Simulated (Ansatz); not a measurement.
# CH3I2In: a ladder of functionals and wavefunction methods

The task here is to estimate one member of a computed series from the others.

Computed with Ansatz 0.2.0, Gaussian basis. Level: functionals in def2-TZVPP, the program's frozen cores in correlated methods.

Plan: LDA (SPW92), PBE-D4, revPBE-D4, BLYP-D4, r2SCAN-D4, B97M-V, PBE0-D4, B3LYP-D4, r2SCANh-D4, r2SCAN0-D4, HSE06-D4, BHLYP-D4, CAM-B3LYP-D4, LC-ωPBE, ωB97X-V, ωB97M-V, B2PLYP, PBE-QIDH; CCSD(T)/def2-SVP; CCSD(T)/def2-TZVPP; MP2/def2-QZVPP; extrapolation to the limit; RPA on PBE.

1 further run of the same task is left out (for a known fault of the program). Runs told in other sessions of the task aren't counted.

**Structure used throughout**

An earlier PBE0-D4 in a triple-zeta def2 set relaxation fixed the geometry. In, I take the def2 core potential; no spin-orbit term is included.

7 atoms, charge 0, spin multiplicity 1.

Atoms are counted from 1 here; the program's logs count them from 0.

Bond lengths: C1–In2 2.136 Å, C1–H5 1.089 Å, C1–H6 1.089 Å, C1–H7 1.091 Å, In2–I3 2.659 Å, In2–I4 2.659 Å. Angles: In2–C1–H5 109.3°, In2–C1–H6 109.3°, In2–C1–H7 108.4°, H5–C1–H6 110.7°, H5–C1–H7 109.6°, H6–C1–H7 109.5°, C1–In2–I3 123.0°, C1–In2–I4 123.0°, I3–In2–I4 114.0°.

As a file:

```xyz
7
charge 0, multiplicity 1
C    -0.0936    1.1731    0.0387
In    0.0687   -0.9559   -0.0234
I     1.9906   -2.2981    1.2326
I    -1.6224   -2.5005   -1.3748
H    -1.1342    1.4594   -0.1048
H     0.2764    1.5337    0.9973
H     0.5145    1.5883   -0.7657
```

Set-up of the first run:

in.yaml

```yaml
crystal:
  periodic: [false, false, false]
  atoms:
    - {symbol: C, position_ang: [-0.093554, 1.173141, 0.038730]}
    - {symbol: In, position_ang: [0.068729, -0.955914, -0.023357]}
    - {symbol: I, position_ang: [1.990600, -2.298096, 1.232636]}
    - {symbol: I, position_ang: [-1.622443, -2.500528, -1.374825]}
    - {symbol: H, position_ang: [-1.134223, 1.459364, -0.104779]}
    - {symbol: H, position_ang: [0.276411, 1.533733, 0.997330]}
    - {symbol: H, position_ang: [0.514480, 1.588300, -0.765735]}
basis:
  gaussian: {orbitals: def2-TZVPP}
hamiltonian: {xc: lda}
output: {orbitals: {seedname: orbitals}}
```

On the command line:

```sh
ansatz run in.yaml --threads 4 --pin off --events-out ev --progress --plain --max-ram 10444MiB
```

Steps of the session up to this table: LDA; PBE-D4 (GGA); revPBE-D4 (GGA); BLYP-D4 (GGA); r2SCAN-D4 (meta-GGA); B97M-V (meta-GGA); B3LYP-D4 (hybrid); r2SCANh-D4 (hybrid); r2SCAN0-D4 (hybrid); HSE06-D4 (hybrid); BHLYP-D4 (hybrid); CAM-B3LYP-D4 (range-separated); LC-ωPBE (range-separated); ωB97X-V (range-separated); ωB97M-V (range-separated); B2PLYP (double hybrid); PBE-QIDH (double hybrid).

One of the session's tables, all rows but one given; the rest of the session is left out.

It belongs to the step «Frontier levels by functional». 

```
  functional  HOMO (eV)  LUMO (eV)  gap (eV)
 LDA (SPW92)      -6.52      -3.00      3.52
      PBE-D4      -6.35      -2.71      3.64
   revPBE-D4      -6.29      -2.61      3.68
     BLYP-D4      -6.16      -2.65      3.51
   r2SCAN-D4      -6.65      -2.53      4.12
      B97M-V      -6.63      -2.48      4.16
     PBE0-D4      -7.46      -1.93      5.53
    B3LYP-D4      -7.20      -2.20      5.00
  r2SCANh-D4      -7.05      -2.25      4.80
  r2SCAN0-D4      -7.66      -1.83      5.83
    HSE06-D4      -7.07      -2.29      4.78
    BHLYP-D4      -8.39      -1.11      7.28
CAM-B3LYP-D4      -8.67      -1.04      7.63
     LC-ωPBE     -10.01       0.11     10.12
     ωB97X-V          ?          ?         ?
     ωB97M-V      -9.54      -0.21      9.33
```

**Question.** Estimate the row for ωB97X-V.

As computed: HOMO (eV): -9.67; LUMO (eV): -0.02; gap (eV): 9.65. In the column «HOMO (eV)» it lies between LC-ωPBE (-10.01) and ωB97M-V (-9.54).
